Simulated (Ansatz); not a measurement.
# C4H7FO2: molecular dynamics

The plan is to follow the molecule's vibrations and see whether its bonds hold. The start is relaxed first. Runs: 186 steps of 0.25 fs at constant energy, with velocities drawn for 300 K. SMILES of the start: C=COC(C)(O)F.

Method: RKS B3LYP-D4/STO-3G, in Ansatz 0.2.0.

## (1) The structure to begin with

Bond lengths: C1–C2 1.366 Å, C2–O3 1.361 Å, O3–C4 1.405 Å, C4–C5 1.464 Å, C4–O6 1.485 Å, C4–F7 1.341 Å, C1–H8 1.032 Å, C1–H9 1.126 Å, C2–H10 1.057 Å, C5–H11 1.072 Å, C5–H12 1.113 Å, C5–H13 1.129 Å, O6–H14 0.965 Å. Angles (14 of 20 angles, heavy atoms first): C1–C2–O3 122.6°, C2–O3–C4 118.2°, O3–C4–C5 113.5°, O3–C4–O6 108.6°, O3–C4–F7 110.4°, C5–C4–O6 107.9°, C5–C4–F7 111.5°, O6–C4–F7 104.5°, C1–C2–H10 122.0°, O3–C2–H10 115.3°, C2–C1–H8 119.7°, C2–C1–H9 118.6°, C4–C5–H11 113.0°, C4–C5–H12 109.7°.

Structure file:

```xyz
14

C    -0.1925   -2.3324    1.4732
C    -0.1163   -1.4812    0.4081
O     0.2980   -0.1907    0.5293
C     0.0811    0.6809   -0.5510
C     0.7130    1.9902   -0.3816
O    -1.3802    0.8966   -0.6995
F     0.4531    0.1014   -1.7017
H    -0.5410   -3.2934    1.3351
H    -0.0049   -1.9229    2.5048
H    -0.3213   -1.7992   -0.5788
H     0.4937    2.6685   -1.1827
H     1.8136    1.8645   -0.2781
H     0.3280    2.5197    0.5380
H    -1.6375    0.2688   -1.3863
```

## (2) Preparing the start

input.yaml

```yaml
crystal:
  periodic: [false, false, false]
  atoms:
    - { symbol: C, position_ang: [-0.1925, -2.3324, 1.4732] }
    - { symbol: C, position_ang: [-0.1163, -1.4812, 0.4081] }
    - { symbol: O, position_ang: [0.298, -0.1907, 0.5293] }
    - { symbol: C, position_ang: [0.0811, 0.6809, -0.551] }
    - { symbol: C, position_ang: [0.713, 1.9902, -0.3816] }
    - { symbol: O, position_ang: [-1.3802, 0.8966, -0.6995] }
    - { symbol: F, position_ang: [0.4531, 0.1014, -1.7017] }
    - { symbol: H, position_ang: [-0.541, -3.2934, 1.3351] }
    - { symbol: H, position_ang: [-0.0049, -1.9229, 2.5048] }
    - { symbol: H, position_ang: [-0.3213, -1.7992, -0.5788] }
    - { symbol: H, position_ang: [0.4937, 2.6685, -1.1827] }
    - { symbol: H, position_ang: [1.8136, 1.8645, -0.2781] }
    - { symbol: H, position_ang: [0.328, 2.5197, 0.538] }
    - { symbol: H, position_ang: [-1.6375, 0.2688, -1.3863] }
basis:
  gaussian: { orbitals: STO-3G }
hamiltonian:
  xc: b3lyp
  dispersion: d4
relax:
  f_tol: 0.02
  max_steps: 40
```

Run with:

```
ansatz run input.yaml --threads 1 --pin off --max-ram 2048MiB --backend cpu --events-out ev --progress --plain --runs-dir out
```

After this run come: Dynamics.

Q: Predict the outcome of this session. Wanted: relaxation of the start; temperature, first and last step; temperature, second half; potential energy, second half; largest change of the total energy; bonds formed or broken.

**Answer**, as computed:

| quantity | value |
| --- | --- |
| relaxation of the start | 12 moves, 1.071 eV lower |
| length | 186 steps of 0.25 fs |
| temperature, first and last step | 300 and 146 K |
| temperature, second half | mean 157 K, from 120 to 197 K |
| potential energy, second half | +16 meV/atom from the start |
| largest change of the total energy | 0.06 meV/atom |
| bonds formed or broken | 0 |

In words: The temperature starts at 300 K and averages 157 K in the second half, where it ranges from 120 to 197 K. About half is expected from a start at a minimum: kinetic energy passes into potential energy until both shares match. The total energy strays from its start by at most 0.06 meV/atom, 0.3 % of the mean kinetic energy, which is good for a step of 0.25 fs. No bond forms or breaks. Averages from a run of 46 fs with 14 atoms are rough. The nuclei move classically, without zero-point motion, which matters most for hydrogen. The basis is very small, so the numbers are rough.
